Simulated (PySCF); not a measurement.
# Nd2S3 (Nd2(S)3): the cost of one run

Computed with PySCF 2.14.0. Level: several levels, as the steps say, no spin–orbit coupling.

4 further runs of the same task are left out: 2 for a known fault of the program, 2 that didn't finish.

## Step 1: Where the work starts

5 atoms, charge 0, spin multiplicity 1.

Bond lengths: Nd1–Nd2 3.229 Å, Nd1–S3 2.629 Å, Nd1–S4 2.629 Å, Nd1–S5 2.629 Å, Nd2–S3 2.629 Å, Nd2–S4 2.629 Å, Nd2–S5 2.629 Å. Angles: Nd2–Nd1–S3 52.1°, Nd2–Nd1–S4 52.1°, Nd2–Nd1–S5 52.1°, S3–Nd1–S4 86.2°, S3–Nd1–S5 86.2°, S4–Nd1–S5 86.2°, Nd1–Nd2–S3 52.1°, Nd1–Nd2–S4 52.1°, Nd1–Nd2–S5 52.1°, S3–Nd2–S4 86.2°, S3–Nd2–S5 86.2°, S4–Nd2–S5 86.2°, Nd1–S3–Nd2 75.8°, Nd1–S4–Nd2 75.8°, Nd1–S5–Nd2 75.8°.

Coordinates:

```xyz
5

Nd    0.0000    0.0000    1.6147
Nd    0.0000    0.0000   -1.6147
S     2.0743    0.0000    0.0000
S    -1.0372    1.7964    0.0000
S    -1.0372   -1.7964    0.0000
```

Formal oxidation states: Nd +3. Each metal's 3 4f electrons lie in its core potential, so multiplicities, spins and levels count the valence alone. An earlier session relaxed this geometry at B3LYP, Nd lcecp-1-SVP with ECP49, S def2-SVP (singlet, point group D3h).

At B3LYP on the finer grid: E = -1262.405245 Eh, HOMO -4.87 eV, LUMO -1.98 eV, Mulliken charge on Nd1 +0.70 e, largest force component 0.006 eV/Å. 

Levels to run: BP86; HF; PBE0; PBE; B3LYP, TZVP. Hardware: 2 threads of Arm Neoverse V2, shared host.

## Step 2: BP86

run.py (the lines that set the calculation) reads:

```python
mol = gto.M(atom='''
Nd     0.00000     0.00000     1.61471
Nd     0.00000     0.00000    -1.61471
S      2.07432     0.00001     0.00000
S     -1.03717     1.79641     0.00000
S     -1.03716    -1.79642     0.00000''',
    basis={'Nd': 'lcecp-1-SVP', 'S': 'def2-SVP'},
    ecp={'Nd': 'lcecp-1-SVP'},
    charge=0, spin=0)
mf = dft.RKS(mol, xc='B88,P86')
mf.grids.atom_grid = (75, 302)  # f atoms: unpruned, at least (60, 302)
mf = mf.density_fit()  # fitting sets: Nd AutoAux, S def2-universal-JKFIT
mf.conv_tol = 1e-08; mf.max_cycle = 55
mf.kernel(dm0)  # dm0: the density of the relaxed state
```

Started as:

```bash
$ OMP_NUM_THREADS=2 python run.py
```

**Question.** How long does this run take on 2 threads of Arm Neoverse V2, shared host?

About 9.1 s.
